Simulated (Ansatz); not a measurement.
# CHBr: the cost of one run

Method: def2-QZVPP, all electrons in the functionals, frozen cores in the correlation of double hybrids and RPA; program: Ansatz 0.2.0, Gaussian basis.

Plan: PBE, BLYP, r2SCAN, B97M-V, PBE0, B3LYP, wB97M-V, B2PLYP, at charge 0, singlet; charge 0, triplet; charge 1, doublet.

6 further runs of the same task are left out: 6 set aside as unsound or not needed.

### 1 The system

The geometry is a PBE0/def2-TZVP stationary point (not a proven minimum). No spin-orbit coupling is included. The filled d shell of Br may be among the frozen orbitals whatever the setting's name suggests; the logs give the count.

3 atoms, charge 0, spin multiplicity 1.

Atoms are counted from 1 here; the program's logs count them from 0.

Bond lengths: C1–Br2 1.847 Å, C1–H3 1.112 Å. Angles: Br2–C1–H3 101.1°.

As a file:

```mol
CHBr
  3D, bonds by distance, orders not assigned

  3  2  0  0  0  0  0  0  0  0999 V2000
    0.0000   -0.1651    1.5775 C   0  0
    0.0000    0.0135   -0.2610 Br  0  0
    0.0000    0.8997    1.8962 H   0  0
  1  2  8  0
  1  3  8  0
M  END
```

No dispersion term is added; B97M-V, wB97M-V hold VV10 nonlocal correlation. B3LYP takes the VWN-RPA correlation.

The geometry shown and the zero of energy belong to the point charge 0, singlet. The yardstick, RCCSD(T), and other wave-function levels (R restricted, U unrestricted, valence and pair active spaces) come from earlier runs.

### 2 PBE, charge 0, singlet

The input, in.yaml:

```yaml
crystal:
  periodic: [false, false, false]
  atoms:
    - {symbol: C, position_ang: [0.000000, -0.165125, 1.577476]}
    - {symbol: Br, position_ang: [0.000000, 0.013471, -0.261037]}
    - {symbol: H, position_ang: [0.000000, 0.899734, 1.896240]}
basis:
  gaussian: {orbitals: "def2-QZVPP.json"}
magnetization: {spin_polarized: true, initial_magnetization: 0}
hamiltonian: {xc: {name: PBE}}
output: {orbitals: {seedname: orbitals}}
```

Launch:

```bash
$ ansatz run in.yaml --threads 1 --pin off --events-out ev --progress --plain --max-ram 2393MiB
```

Q: Estimate wall time and peak memory on 1 thread of Arm Neoverse V1, shared host.

About 16 s, with a peak of 0.29 GiB.
